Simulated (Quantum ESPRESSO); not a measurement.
Here is a Quantum ESPRESSO 7.5 calculation.

pw.in

```
&CONTROL
  calculation = 'scf'
  prefix = 'pwscf'
  outdir = './tmp'
  pseudo_dir = './pseudo'
  tprnfor = .true.
  tstress = .true.
  disk_io = 'low'
/
&SYSTEM
  ibrav = 0
  celldm(1) = 8
  nat = 5
  ntyp = 2
  ecutwfc = 80
  nbnd = 51
  occupations = 'smearing'
  smearing = 'fd'
  degauss = 0.00367493
/
&ELECTRONS
  conv_thr = 1d-09
  electron_maxstep = 120
  mixing_beta = 0.5
/
ATOMIC_SPECIES
Bi   208.9804 Bi.upf
Te   127.6000 Te.upf
CELL_PARAMETERS alat
  0.5180211739130   0.2990796641969   2.4012907342875
 -0.5180211739130   0.2990796641969   2.4012907342875
  0.0000000000000  -0.5981593284173   2.4012907342875
ATOMIC_POSITIONS crystal
Bi     0.6000000000    0.6000000000    0.6000000000
Bi     0.4000000000    0.4000000000    0.4000000000
Te     0.7905000000    0.7905000000    0.7905000000
Te     0.2095000000    0.2095000000    0.2095000000
Te     0.0000000000    0.0000000000    0.0000000000
K_POINTS automatic
7 7 7 0 0 0
```

The input bands.in:

```
&CONTROL
  calculation = 'bands'
  prefix = 'pwscf'
  outdir = './tmp'
  pseudo_dir = './pseudo'
  disk_io = 'low'
  verbosity = 'high'
/
&SYSTEM
  ibrav = 0
  celldm(1) = 8
  nat = 5
  ntyp = 2
  ecutwfc = 80
  nbnd = 51
  occupations = 'smearing'
  smearing = 'fd'
  degauss = 0.00367493
/
&ELECTRONS
  conv_thr = 1d-08
  electron_maxstep = 120
  mixing_beta = 0.5
  diago_full_acc = .true.
  startingwfc = 'random'
/
ATOMIC_SPECIES
Bi   208.9804 Bi.upf
Te   127.6000 Te.upf
CELL_PARAMETERS alat
  0.5180211739130   0.2990796641969   2.4012907342875
 -0.5180211739130   0.2990796641969   2.4012907342875
  0.0000000000000  -0.5981593284173   2.4012907342875
ATOMIC_POSITIONS crystal
Bi     0.6000000000    0.6000000000    0.6000000000
Bi     0.4000000000    0.4000000000    0.4000000000
Te     0.7905000000    0.7905000000    0.7905000000
Te     0.2095000000    0.2095000000    0.2095000000
Te     0.0000000000    0.0000000000    0.0000000000
K_POINTS crystal
60
 0.0000000000  0.0000000000  0.0000000000 1
 0.0555555556  0.0000000000  0.0000000000 1
 0.1111111111  0.0000000000  0.0000000000 1
 0.1666666667  0.0000000000  0.0000000000 1
 0.2222222222  0.0000000000  0.0000000000 1
 0.2777777778  0.0000000000  0.0000000000 1
 0.3333333333  0.0000000000  0.0000000000 1
 0.3888888889  0.0000000000  0.0000000000 1
 0.4444444444  0.0000000000  0.0000000000 1
 0.5000000000  0.0000000000  0.0000000000 1
 0.5000000000  0.0354016785 -0.0354016785 1
 0.5000000000  0.0708033570 -0.0708033570 1
 0.5000000000  0.1062050355 -0.1062050355 1
 0.5000000000  0.1416067140 -0.1416067140 1
 0.5000000000  0.1770083925 -0.1770083925 1
 0.8229916075  0.5000000000  0.1770083925 1
 0.7906924468  0.5000000000  0.2093075532 1
 0.7583932860  0.5000000000  0.2416067140 1
 0.7260941253  0.5000000000  0.2739058747 1
 0.6937949645  0.5000000000  0.3062050355 1
 0.6614958038  0.5000000000  0.3385041962 1
 0.6291966430  0.5000000000  0.3708033570 1
 0.5968974823  0.5000000000  0.4031025177 1
 0.5645983215  0.5000000000  0.4354016785 1
 0.5322991608  0.5000000000  0.4677008392 1
 0.5000000000  0.5000000000  0.5000000000 1
 0.3333333333  0.3333333333  0.3333333333 1
 0.1666666667  0.1666666667  0.1666666667 1
 0.0000000000  0.0000000000  0.0000000000 1
 0.0307731087  0.0000000000 -0.0307731087 1
 0.0615462175  0.0000000000 -0.0615462175 1
 0.0923193262  0.0000000000 -0.0923193262 1
 0.1230924350  0.0000000000 -0.1230924350 1
 0.1538655437  0.0000000000 -0.1538655437 1
 0.1846386525  0.0000000000 -0.1846386525 1
 0.2154117612  0.0000000000 -0.2154117612 1
 0.2461848700  0.0000000000 -0.2461848700 1
 0.2769579787  0.0000000000 -0.2769579787 1
 0.3077310875  0.0000000000 -0.3077310875 1
 0.3385041962  0.0000000000 -0.3385041962 1
 0.6614958038  0.3385041962  0.0000000000 1
 0.6291966430  0.3708033570  0.0000000000 1
 0.5968974823  0.4031025177  0.0000000000 1
 0.5645983215  0.4354016785  0.0000000000 1
 0.5322991608  0.4677008392  0.0000000000 1
 0.5000000000  0.5000000000  0.0000000000 1
 0.6614958038  0.6614958038  0.1770083925 1
 0.6453462234  0.6453462234  0.2093075532 1
 0.6291966430  0.6291966430  0.2416067140 1
 0.6130470626  0.6130470626  0.2739058747 1
 0.5968974823  0.5968974823  0.3062050355 1
 0.5807479019  0.5807479019  0.3385041962 1
 0.5645983215  0.5645983215  0.3708033570 1
 0.5484487411  0.5484487411  0.4031025177 1
 0.5322991608  0.5322991608  0.4354016785 1
 0.5161495804  0.5161495804  0.4677008392 1
 0.5000000000  0.5000000000  0.5000000000 1
 0.5000000000  0.0000000000  0.0000000000 1
 0.6614958038  0.1692520981  0.1692520981 1
 0.8229916075  0.3385041962  0.3385041962 1
```

Potentials or basis: PseudoDojo 0.4.1 SR PBEsol standard.

Run with:

```bash
$ OMP_NUM_THREADS=1 mpirun -n 2 pw.x -nk 2 -in pw.in > pw.out
$ OMP_NUM_THREADS=1 mpirun -n 2 pw.x -nk 2 -in bands.in > bands.out
```

(1) Predict the band gap along the path.

(2) What does it give for the pressure?

(3) Predict the largest force.

Results:

(1) 0.23 eV, direct.

(2) -0.5 GPa.

(3) 0.091 eV/Å.

Caveat: some levels on the path didn't converge; spin-orbit coupling is left out, which as a rule narrows the gap of such compounds by several tenths of an eV.

**Measured values to compare with.**

“Vacancy and Antisite-Induced Ferromagnetism in Liquid-Phase Exfoliated Bi2Te3”, 2024, arxiv:2412.10539 quotes, for a bulk crystal of Bi2Te3: band gap 0.17 eV.

A measured gap of Bi2Te3 is 0.17 eV (quoted in “Vacancy and Antisite-Induced Ferromagnetism in Liquid-Phase Exfoliated Bi2Te3”, 2024, arxiv:2412.10539); the calculated 0.23 eV misses it by +0.06 eV. Spin-orbit coupling on Bi, Te is left out. The value is that of PBEsol, without temperature or zero-point motion.
